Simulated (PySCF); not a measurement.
# GdH8O4 (Gd(H2O)42+): the cost of one run

The runs use PySCF 2.14.0; several levels, as the steps say, no spin–orbit coupling.

1 further run of the same task is left out (for a known fault of the program).

## 1. Where the work starts

13 atoms, charge 2, spin multiplicity 1.

Bond lengths: Gd1–O2 2.499 Å, Gd1–O5 2.499 Å, Gd1–O8 2.499 Å, Gd1–O11 2.499 Å, O2–H3 0.971 Å, O2–H4 0.971 Å, O5–H6 0.971 Å, O5–H7 0.971 Å, O8–H9 0.971 Å, O8–H10 0.971 Å, O11–H12 0.971 Å, O11–H13 0.971 Å. Angles: O2–Gd1–O5 111.1°, O2–Gd1–O8 106.2°, O2–Gd1–O11 111.1°, O5–Gd1–O8 111.1°, O5–Gd1–O11 106.2°, O8–Gd1–O11 111.1°, Gd1–O2–H3 128.3°, Gd1–O2–H4 127.9°, H3–O2–H4 103.8°, Gd1–O5–H6 127.9°, Gd1–O5–H7 128.2°, H6–O5–H7 103.8°, Gd1–O8–H9 127.9°, Gd1–O8–H10 128.3°, H9–O8–H10 103.8°, Gd1–O11–H12 128.2°, Gd1–O11–H13 127.9°, H12–O11–H13 103.8°.

As a file:

```
Gd    0.0001    0.0000    0.0000
O     1.4996    1.4434    1.3824
H     2.2938    1.1847    1.8777
H     1.4277    2.3985    1.5420
O    -1.4994   -1.3825    1.4434
H    -1.4275   -1.5421    2.3985
H    -2.2942   -1.8772    1.1846
O     1.4996   -1.4434   -1.3824
H     1.4277   -2.3985   -1.5420
H     2.2938   -1.1847   -1.8777
O    -1.4994    1.3825   -1.4434
H    -2.2942    1.8772   -1.1846
H    -1.4275    1.5421   -2.3985
```

Formal oxidation states: Gd +2. Each metal's 8 4f electrons lie in its core potential, so multiplicities, spins and levels count the valence alone. For divalent La, Ce, Gd or Lu the extra electron is normally 5d or 6s, so this core forces an excited configuration. An earlier session relaxed this geometry at PBE0, Gd lcecp-0-SVP with ECP54, O def2-SVP, H def2-SVP (singlet, point group S4).

At PBE0 on the finer grid: E = -334.657530 Eh, frontier levels not given, since the 4f levels lie in the core, Mulliken charge on Gd1 +1.26 e, largest force component 0.017 eV/Å. 

Levels to run: revPBE; CAM-B3LYP; PBE0, TZVP. Hardware: 2 threads of Arm Neoverse V1, shared host.

## 2. revPBE

run.py (the lines that set the calculation)

```python
mol = gto.M(atom='''
Gd     0.00006     0.00000     0.00000
O      1.49964     1.44336     1.38243
H      2.29379     1.18474     1.87765
H      1.42766     2.39847     1.54204
O     -1.49944    -1.38251     1.44337
H     -1.42745    -1.54211     2.39851
H     -2.29423    -1.87719     1.18463
O      1.49964    -1.44336    -1.38243
H      1.42766    -2.39847    -1.54204
H      2.29379    -1.18474    -1.87765
O     -1.49944     1.38251    -1.44337
H     -2.29423     1.87719    -1.18463
H     -1.42745     1.54211    -2.39851''',
    basis={'Gd': 'lcecp-0-SVP', 'O': 'def2-SVP', 'H': 'def2-SVP'},
    ecp={'Gd': 'lcecp-0-SVP'},
    charge=2, spin=0)
mf = dft.RKS(mol, xc='PBE_R,PBE')
mf.grids.atom_grid = (75, 302)  # f atoms: unpruned, at least (60, 302)
mf = mf.density_fit()  # fitting sets: Gd AutoAux, O def2-universal-JKFIT, H def2-universal-JKFIT
mf.conv_tol = 1e-08; mf.max_cycle = 55
mf.kernel(dm0)  # dm0: the density of the relaxed state
```

On the command line:

```bash
> OMP_NUM_THREADS=2 python run.py
```

**Question.** How long does this run take on 2 threads of Arm Neoverse V1, shared host?

About 12 s.
